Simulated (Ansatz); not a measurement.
# CH6Si2: the cost of one run

Computed with Ansatz 0.2.0, Gaussian basis. Level: PBE0-D4/def2-TZVP structures, single points in def2-TZVPP, no counterpoise correction.

Levels: SPW92, PBE-D4, BLYP-D4, r2SCAN-D4, B97M-V, PBE0-D4, B3LYP-D4, r2SCAN0-D4, BHLYP-D4, CAM-B3LYP-D4, wB97X-V, wB97M-V, B2PLYP, PBE-QIDH, RPA on PBE, Hartree-Fock, MP2, CCSD, CCSD(T).

Cores are frozen in the correlated methods. B3LYP uses VWN-RPA correlation. B2PLYP carries no dispersion term here.

56 further runs of the same task are left out: 56 set aside as unsound or not needed. Runs told in other sessions of the task aren't counted.

### 1 Where the work starts

The complex: 12 atoms, charge 0, spin multiplicity 1.

Atoms are counted from 1 here; the program's logs count them from 0.

Bond lengths: Si1–C3 1.709 Å, Si1–H5 1.485 Å, Si1–Si6 2.323 Å, O2–H4 0.967 Å, O2–H7 0.963 Å, C3–H8 1.085 Å, C3–H9 1.084 Å, Si6–H10 1.486 Å, Si6–H11 1.487 Å, Si6–H12 1.488 Å. Angles: C3–Si1–H5 119.6°, C3–Si1–Si6 122.2°, H5–Si1–Si6 117.5°, H4–O2–H7 105.9°, Si1–C3–H8 122.8°, Si1–C3–H9 121.7°, H8–C3–H9 115.5°, Si1–Si6–H10 110.8°, Si1–Si6–H11 108.7°, Si1–Si6–H12 110.5°, H10–Si6–H11 109.6°, H10–Si6–H12 108.4°, H11–Si6–H12 108.8°.

Geometry (Å):

```xyz
12
charge 0, multiplicity 1
Si   -0.25882    0.17097   -0.75080
O     0.24339    1.56932    1.32089
C     1.28125    0.10001   -1.48914
H     1.12630    1.55822    0.92739
H    -1.21826    1.22875   -1.15807
Si   -1.05240   -1.52716    0.62166
H    -0.06181    2.48004    1.25657
H     1.62183    0.83647   -2.20893
H     1.97894   -0.70216   -1.27615
H    -1.85332   -0.96919    1.74231
H     0.10733   -2.28229    1.16494
H    -1.91443   -2.46298   -0.15047
```

Its parts: CH6Si2 holds atoms 1, 3, 5, 6, 8, 9, 10, 11, 12; H2O holds atoms 2, 4, 7. Each part counts its atoms afresh in its own runs.

### 2 Relaxing CH6Si2 alone

File relax-a/in.yaml:

```yaml
crystal:
  periodic: [false, false, false]
  atoms:
    - {symbol: Si, position_ang: [-0.258821, 0.170973, -0.750799]}
    - {symbol: C, position_ang: [1.281254, 0.100010, -1.489135]}
    - {symbol: H, position_ang: [-1.218258, 1.228747, -1.158071]}
    - {symbol: Si, position_ang: [-1.052401, -1.527158, 0.621662]}
    - {symbol: H, position_ang: [1.621834, 0.836471, -2.208930]}
    - {symbol: H, position_ang: [1.978939, -0.702160, -1.276148]}
    - {symbol: H, position_ang: [-1.853320, -0.969188, 1.742311]}
    - {symbol: H, position_ang: [0.107326, -2.282288, 1.164935]}
    - {symbol: H, position_ang: [-1.914434, -2.462981, -0.150474]}
basis:
  gaussian: {orbitals: def2-TZVP}
hamiltonian: {xc: pbe0, dispersion: d4}
relax: {f_tol: 0.005, max_steps: 200}
```

Run with:

```sh
ansatz run in.yaml --threads 4 --pin off --events-out ev --progress --plain --max-ram 9574MiB
```

**Question.** How long does this run take on 4 threads of Intel Xeon Platinum 8488C, shared host?

About 25 s.
